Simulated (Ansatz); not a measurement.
# BH3S + AsH3: a complex and its separated parts, part 2 of 3

Ansatz 0.2.0, Gaussian basis. The steps go on from the part before.

### 10 B3LYP-D4/def2-TZVPP

The inputs:

parta/in.yaml

```yaml
crystal:
  periodic: [false, false, false]
  atoms:
    - {symbol: B, position_ang: [-0.682936, 0.209550, -1.095435]}
    - {symbol: S, position_ang: [0.641530, 1.354118, -1.318841]}
    - {symbol: H, position_ang: [-0.569204, -0.937717, -1.391862]}
    - {symbol: H, position_ang: [-1.684642, 0.660210, -0.633461]}
    - {symbol: H, position_ang: [1.561520, 0.521547, -1.836062]}
basis:
  gaussian: {orbitals: def2-TZVPP}
hamiltonian: {xc: {name: B3LYP}, dispersion: d4}
```

partb/in.yaml

```yaml
crystal:
  periodic: [false, false, false]
  atoms:
    - {symbol: H, position_ang: [0.128360, 0.747073, 2.017654]}
    - {symbol: As, position_ang: [-0.064988, -0.359424, 0.991115]}
    - {symbol: H, position_ang: [-0.665230, -1.292904, 2.032193]}
    - {symbol: H, position_ang: [1.335490, -0.902453, 1.234599]}
basis:
  gaussian: {orbitals: def2-TZVPP}
hamiltonian: {xc: {name: B3LYP}, dispersion: d4}
```

Each run has its own folder and the same command.

Launch:

```console
$ ansatz run in.yaml --threads 4 --pin off --events-out ev --progress --plain --max-ram 9574MiB
```

Log of parta, shortened:

```text
Functional definition: B3LYP
  name "B3LYP"
  cite "Stephens, Devlin, Chabalowski & Frisch, J. Phys. Chem. 98, 11623 (1994) doi:10.1021/j100096a001"
  cite "Becke, Phys. Rev. A 38, 3098 (1988) doi:10.1103/PhysRevA.38.3098"
  cite "Lee, Yang & Parr, Phys. Rev. B 37, 785 (1988) doi:10.1103/PhysRevB.37.785"
  cite "Vosko, Wilk & Nusair, Can. J. Phys. 58, 1200 (1980) doi:10.1139/p80-159"
[...]
642 factors; their error is unknown
[...]
mean field -11562.18918756 eV, -424.9026155096 hartree, gradient 3.3e-5 eV, S^2 0.000000; 0 other end points of the search recorded, 0 dependent functions left out
reference -11562.18939603 eV, -424.9026231707 hartree; 12, 12 occupied and 103, 103 virtual orbitals, 642 factors
Total energy: -11562.28311137 eV, -424.9060671459 hartree
```

partb printed, shortened:

```text
[... 6 set-up lines as earlier in the session ...]
[...]
593 factors; their error is unknown
[...]
mean field -60891.22396320 eV, -2237.7112070935 hartree, gradient 3.2e-5 eV, S^2 0.000000; 0 other end points of the search recorded, 0 dependent functions left out
reference -60891.22416200 eV, -2237.7112143994 hartree; 18, 18 occupied and 72, 72 virtual orbitals, 593 factors
Total energy: -60891.27848233 eV, -2237.7132106348 hartree
```

Times: 0.5 s (parta), 0.35 s (partb) on 4 threads of Arm Neoverse V1, shared host.

### 11 r2SCAN0-D4/def2-TZVPP

Each input of step 10 (parta, partb) changes in the same lines:

```diff
-hamiltonian: {xc: {name: B3LYP}, dispersion: d4}
+hamiltonian: {xc: {name: r2SCAN0}, dispersion: d4}
```

One command serves all of them, each in its own folder.

Launch:

```console
$ ansatz run in.yaml --threads 4 --pin off --events-out ev --progress --plain --max-ram 9574MiB
```

Output in parta, shortened:

```text
Functional definition: r2SCAN0
  name "r2SCAN0"
  cite "Bursch, Neugebauer, Ehlert & Grimme, J. Chem. Phys. 156, 134105 (2022) doi:10.1063/5.0086040"
[... 3 set-up lines as earlier in the session ...]
[...]
661 factors; their error is unknown
[...]
mean field -11559.97883248 eV, -424.8213864586 hartree, gradient 2.9e-5 eV, S^2 0.000000; 0 other end points of the search recorded, 0 dependent functions left out
reference -11559.97884067 eV, -424.8213867595 hartree; 12, 12 occupied and 103, 103 virtual orbitals, 661 factors
Total energy: -11559.99365678 eV, -424.8219312417 hartree
```

Output in partb, shortened:

```text
[... 6 set-up lines as earlier in the session ...]
[...]
600 factors; their error is unknown
[...]
mean field -60889.18230206 eV, -2237.6361774306 hartree, gradient 2.4e-5 eV, S^2 0.000000; 0 other end points of the search recorded, 0 dependent functions left out
reference -60889.18230827 eV, -2237.6361776586 hartree; 18, 18 occupied and 72, 72 virtual orbitals, 600 factors
Total energy: -60889.19079071 eV, -2237.6364893828 hartree
```

Times: 1 s (parta), 0.85 s (partb) on 4 threads of Arm Neoverse V1, shared host.

### 12 BHLYP-D4/def2-TZVPP

Each input of step 11 (parta, partb) changes in the same lines:

```diff
-hamiltonian: {xc: {name: r2SCAN0}, dispersion: d4}
+hamiltonian: {xc: {name: BHLYP}, dispersion: d4}
```

Each run has its own folder and the same command.

Launch:

```console
$ ansatz run in.yaml --threads 4 --pin off --events-out ev --progress --plain --max-ram 9574MiB
```

Log of parta, shortened:

```text
Functional definition: BHLYP
  name "BHLYP"
  cite "Becke, J. Chem. Phys. 98, 1372 (1993) doi:10.1063/1.464304"
[... 2 set-up lines as earlier in the session ...]
[...]
721 factors; their error is unknown
[...]
mean field -11561.03141626 eV, -424.8600681991 hartree, gradient 8.0e-5 eV, S^2 0.000000; 0 other end points of the search recorded, 0 dependent functions left out
reference -11561.03155720 eV, -424.8600733783 hartree; 12, 12 occupied and 103, 103 virtual orbitals, 721 factors
Total energy: -11561.10133422 eV, -424.8626376366 hartree
```

partb printed, shortened:

```text
[... 5 set-up lines as earlier in the session ...]
[...]
635 factors; their error is unknown
[...]
mean field -60889.36594213 eV, -2237.6429260788 hartree, gradient 1.2e-5 eV, S^2 0.000000; 0 other end points of the search recorded, 0 dependent functions left out
reference -60889.36607727 eV, -2237.6429310450 hartree; 18, 18 occupied and 72, 72 virtual orbitals, 635 factors
Total energy: -60889.40464969 eV, -2237.6443485553 hartree
```

They took 0.5 s (parta), 0.35 s (partb) on 4 threads of Arm Neoverse V1, shared host.

### 13 CAM-B3LYP-D4/def2-TZVPP

The same edit goes into each in.yaml of step 12 (parta, partb):

```diff
-hamiltonian: {xc: {name: BHLYP}, dispersion: d4}
+hamiltonian: {xc: {name: CAM-B3LYP}, dispersion: d4}
```

Each run has its own folder and the same command.

Launch:

```console
$ ansatz run in.yaml --threads 4 --pin off --events-out ev --progress --plain --max-ram 9574MiB
```

Log of parta, shortened:

```text
Functional definition: CAM-B3LYP
  name "CAM-B3LYP"
  cite "Yanai, Tew & Handy, Chem. Phys. Lett. 393, 51 (2004) doi:10.1016/j.cplett.2004.06.011"
  cite "Iikura, Tsuneda, Yanai & Hirao, J. Chem. Phys. 115, 3540 (2001) doi:10.1063/1.1383587"
[... 2 set-up lines as earlier in the session ...]
[...]
  # Exact exchange under (alpha + beta erf(omega r))/r, Becke's under what is left of 1/r.
[...]
642 factors; their error is unknown
159 factors; integrals over basis functions are off by at most 1.6e-5 eV
[...]
mean field -11561.17374928 eV, -424.8652988410 hartree, gradient 2.4e-5 eV, S^2 0.000000; 0 other end points of the search recorded, 0 dependent functions left out
reference -11561.17385073 eV, -424.8653025691 hartree; 12, 12 occupied and 103, 103 virtual orbitals, 642 factors
Total energy: -11561.22102926 eV, -424.8670363484 hartree
```

Log of partb, shortened:

```text
[... 6 set-up lines as earlier in the session ...]
[...]
  # Exact exchange under (alpha + beta erf(omega r))/r, Becke's under what is left of 1/r.
[...]
586 factors; their error is unknown
134 factors; integrals over basis functions are off by at most 9.8e-6 eV
[...]
mean field -60893.16892111 eV, -2237.7826829785 hartree, gradient 8.5e-5 eV, S^2 0.000000; 0 other end points of the search recorded, 0 dependent functions left out
reference -60893.16901816 eV, -2237.7826865450 hartree; 18, 18 occupied and 72, 72 virtual orbitals, 586 factors
Total energy: -60893.19589519 eV, -2237.7836742576 hartree
```

Wall times: 0.55 s (parta), 0.45 s (partb) on 4 threads of Arm Neoverse V1, shared host.

### 14 wB97X-V/def2-TZVPP

Each input of step 13 (parta, partb) changes in the same lines:

```diff
-hamiltonian: {xc: {name: CAM-B3LYP}, dispersion: d4}
+hamiltonian: {xc: {name: wB97X-V}}
```

One command serves all of them, each in its own folder.

Launch:

```console
$ ansatz run in.yaml --threads 4 --pin off --events-out ev --progress --plain --max-ram 9574MiB
```

Log of parta, shortened:

```text
Functional definition: wB97X-V
  name "wB97X-V"
  cite "Mardirossian & Head-Gordon, Phys. Chem. Chem. Phys. 16, 9904 (2014) doi:10.1039/C3CP54374A"
[... 2 set-up lines as earlier in the session ...]
[...]
      + integral(e_c_pw_opposite_spin*poly(b97_u_opposite, cos0, cos1)) + vv10(b, c)
637 factors; their error is unknown
154 factors; integrals over basis functions are off by at most 1.3e-5 eV
[...]
mean field -11559.59513350 eV, -424.8072857813 hartree, gradient 4.4e-5 eV, S^2 0.000000; 0 other end points of the search recorded, 0 dependent functions left out
reference -11559.59513181 eV, -424.8072857192 hartree; 12, 12 occupied and 103, 103 virtual orbitals, 637 factors
Total energy: -11559.59513181 eV, -424.8072857192 hartree
```

Log of partb, shortened:

```text
[... 5 set-up lines as earlier in the session ...]
[...]
      + integral(e_c_pw_opposite_spin*poly(b97_u_opposite, cos0, cos1)) + vv10(b, c)
586 factors; their error is unknown
124 factors; integrals over basis functions are off by at most 2.5e-5 eV
[...]
mean field -60884.22855571 eV, -2237.4541306101 hartree, gradient 3.0e-5 eV, S^2 0.000000; 0 other end points of the search recorded, 0 dependent functions left out
reference -60884.22855439 eV, -2237.4541305616 hartree; 18, 18 occupied and 72, 72 virtual orbitals, 586 factors
Total energy: -60884.22855439 eV, -2237.4541305616 hartree
```

They took 1.4 s (parta), 0.95 s (partb) on 4 threads of Arm Neoverse V1, shared host.

### 15 wB97M-V/def2-TZVPP

The same edit goes into each in.yaml of step 14 (parta, partb):

```diff
-hamiltonian: {xc: {name: wB97X-V}}
+hamiltonian: {xc: {name: wB97M-V}}
```

The same command starts each run, in its folder.

Launch:

```console
$ ansatz run in.yaml --threads 4 --pin off --events-out ev --progress --plain --max-ram 9574MiB
```

Output in parta, shortened:

```text
Functional definition: wB97M-V
  name "wB97M-V"
  cite "Mardirossian & Head-Gordon, J. Chem. Phys. 144, 214110 (2016) doi:10.1063/1.4952647"
[... 2 set-up lines as earlier in the session ...]
  # Of w^i u^j: cxij and so on, Table III.
[...]
  gx(w, u) = 1 - cx + cx01*u + cx10*w
[...]
      + integral(e_c_pw_mod_opposite_spin*gos(b97_w_opposite, b97_u_opposite)) + vv10(b, c)
637 factors; their error is unknown
154 factors; integrals over basis functions are off by at most 1.3e-5 eV
[...]
mean field -11560.18011682 eV, -424.8287835215 hartree, gradient 8.2e-5 eV, S^2 0.000000; 0 other end points of the search recorded, 0 dependent functions left out
reference -11560.18015821 eV, -424.8287850427 hartree; 12, 12 occupied and 103, 103 virtual orbitals, 637 factors
Total energy: -11560.18015821 eV, -424.8287850427 hartree
```

partb printed, shortened:

```text
[... 5 set-up lines as earlier in the session ...]
  # Of w^i u^j: cxij and so on, Table III.
[...]
  gx(w, u) = 1 - cx + cx01*u + cx10*w
[...]
      + integral(e_c_pw_mod_opposite_spin*gos(b97_w_opposite, b97_u_opposite)) + vv10(b, c)
581 factors; their error is unknown
124 factors; integrals over basis functions are off by at most 2.5e-5 eV
[...]
mean field -60886.05493335 eV, -2237.5212487505 hartree, gradient 7.2e-6 eV, S^2 0.000000; 0 other end points of the search recorded, 0 dependent functions left out
reference -60886.05496528 eV, -2237.5212499236 hartree; 18, 18 occupied and 72, 72 virtual orbitals, 581 factors
Total energy: -60886.05496528 eV, -2237.5212499236 hartree
```

Times: 1.5 s (parta), 1.1 s (partb) on 4 threads of Arm Neoverse V1, shared host.

### 16 B2PLYP/def2-TZVPP

The same edit goes into each in.yaml of step 15 (parta, partb):

```diff
-hamiltonian: {xc: {name: wB97M-V}}
+hamiltonian: {xc: {name: B2PLYP}}
```

Each run has its own folder and the same command.

Launch:

```console
$ ansatz run in.yaml --threads 4 --pin off --events-out ev --progress --plain --max-ram 9574MiB
```

Output in parta, shortened:

```text
Functional definition: B2PLYP
  name "B2PLYP"
  cite "Grimme, J. Chem. Phys. 124, 034108 (2006) doi:10.1063/1.2148954"
[... 2 set-up lines as earlier in the session ...]
[...]
656 factors; integrals over basis functions are off by at most 9.4e-4 eV
[...]
mean field -11554.57029150 eV, -424.6226262437 hartree, gradient 9.4e-6 eV, S^2 0.000000; 0 other end points of the search recorded, 0 dependent functions left out
6 core orbitals not correlated: weight in the atoms' cores, before any rotation towards them, 1.000 or more for the frozen orbitals, at most 0.000 for the correlated occupied ones
reference -11554.57042318 eV, -424.6226310827 hartree; 6, 6 occupied and 103, 103 virtual orbitals, 656 factors
second order -9.60252372 eV of doubles, -0.00000000 eV of singles
Total energy: -11557.16310459 eV, -424.7179103670 hartree
```

partb printed, shortened:

```text
[... 5 set-up lines as earlier in the session ...]
[...]
537 factors; integrals over basis functions are off by at most 1.0e-3 eV
[...]
mean field -60877.05026339 eV, -2237.1903332328 hartree, gradient 7.7e-7 eV, S^2 0.000000; 0 other end points of the search recorded, 0 dependent functions left out
9 core orbitals not correlated: weight in the atoms' cores, before any rotation towards them, 1.000 or more for the frozen orbitals, at most 0.000 for the correlated occupied ones
reference -60877.05038980 eV, -2237.1903378784 hartree; 9, 9 occupied and 72, 72 virtual orbitals, 537 factors
second order -9.43910438 eV of doubles, -0.00000000 eV of singles
Total energy: -60879.59894798 eV, -2237.2839956641 hartree
```

Wall times: 0.7 s (parta), 0.6 s (partb) on 4 threads of Arm Neoverse V1, shared host.

### 17 PBE-QIDH/def2-TZVPP

The same edit goes into each in.yaml of step 16 (parta, partb):

```diff
-hamiltonian: {xc: {name: B2PLYP}}
+hamiltonian: {xc: {name: PBE-QIDH}}
```

The same command starts each run, in its folder.

Launch:

```console
$ ansatz run in.yaml --threads 4 --pin off --events-out ev --progress --plain --max-ram 9574MiB
```

Output in parta, shortened:

```text
Functional definition: PBE-QIDH
  name "PBE-QIDH"
  cite "Brémond, Sancho-García, Pérez-Jiménez & Adamo, J. Chem. Phys. 141, 031101 (2014) doi:10.1063/1.4890314"
[... 1 set-up line as earlier in the session ...]
[...]
656 factors; integrals over basis functions are off by at most 9.4e-4 eV
[...]
mean field -11551.13034985 eV, -424.4962107198 hartree, gradient 3.0e-6 eV, S^2 0.000000; 0 other end points of the search recorded, 0 dependent functions left out
6 core orbitals not correlated: weight in the atoms' cores, before any rotation towards them, 1.000 or more for the frozen orbitals, at most 0.000 for the correlated occupied ones
reference -11551.13036016 eV, -424.4962110984 hartree; 6, 6 occupied and 103, 103 virtual orbitals, 656 factors
second order -8.88314382 eV of doubles, -0.00000000 eV of singles
Total energy: -11554.09140810 eV, -424.6050276031 hartree
```

Output in partb, shortened:

```text
[... 4 set-up lines as earlier in the session ...]
[...]
537 factors; integrals over basis functions are off by at most 1.0e-3 eV
[...]
mean field -60870.65579190 eV, -2236.9553407400 hartree, gradient 3.5e-6 eV, S^2 0.000000; 0 other end points of the search recorded, 0 dependent functions left out
9 core orbitals not correlated: weight in the atoms' cores, before any rotation towards them, 1.000 or more for the frozen orbitals, at most 0.000 for the correlated occupied ones
reference -60870.65580085 eV, -2236.9553410687 hartree; 9, 9 occupied and 72, 72 virtual orbitals, 537 factors
second order -8.78920828 eV of doubles, -0.00000000 eV of singles
Total energy: -60873.58553694 eV, -2237.0630068843 hartree
```

They took 0.7 s (parta), 0.6 s (partb) on 4 threads of Arm Neoverse V1, shared host.

### 18 RPA on PBE/def2-TZVPP

The same edit goes into each in.yaml of step 17 (parta, partb):

```diff
-hamiltonian: {xc: {name: PBE-QIDH}}
+hamiltonian: {xc: pbe}
+correlation: {method: rpa}
```

One command serves all of them, each in its own folder.

Launch:

```console
$ ansatz run in.yaml --threads 4 --pin off --events-out ev --progress --plain --max-ram 9574MiB
```

parta printed, shortened:

```text
[... 4 set-up lines as earlier in the session ...]
[...]
656 factors; integrals over basis functions are off by at most 9.4e-4 eV
[...]
mean field -11555.37666197 eV, -424.6522598118 hartree, gradient 2.7e-6 eV, S^2 0.000000; 0 other end points of the search recorded, 0 dependent functions left out
6 core orbitals not correlated: weight in the atoms' cores, before any rotation towards them, 1.000 or more for the frozen orbitals, at most 0.000 for the correlated occupied ones
reference -11536.87536460 eV, -423.9723496742 hartree; 6, 6 occupied and 103, 103 virtual orbitals, 656 factors
Total energy: -11551.16825059 eV, -424.4976035462 hartree
```

partb printed, shortened:

```text
[... 4 set-up lines as earlier in the session ...]
[...]
537 factors; integrals over basis functions are off by at most 1.0e-3 eV
[...]
mean field -60880.50689929 eV, -2237.3173622593 hartree, gradient 3.9e-7 eV, S^2 0.000000; 0 other end points of the search recorded, 0 dependent functions left out
9 core orbitals not correlated: weight in the atoms' cores, before any rotation towards them, 1.000 or more for the frozen orbitals, at most 0.000 for the correlated occupied ones
reference -60842.13959394 eV, -2235.9073897940 hartree; 9, 9 occupied and 72, 72 virtual orbitals, 537 factors
Total energy: -60855.12624855 eV, -2236.3846405482 hartree
```

They took 0.7 s (parta), 0.55 s (partb) on 4 threads of Arm Neoverse V1, shared host.

[end of part 2 of 3]
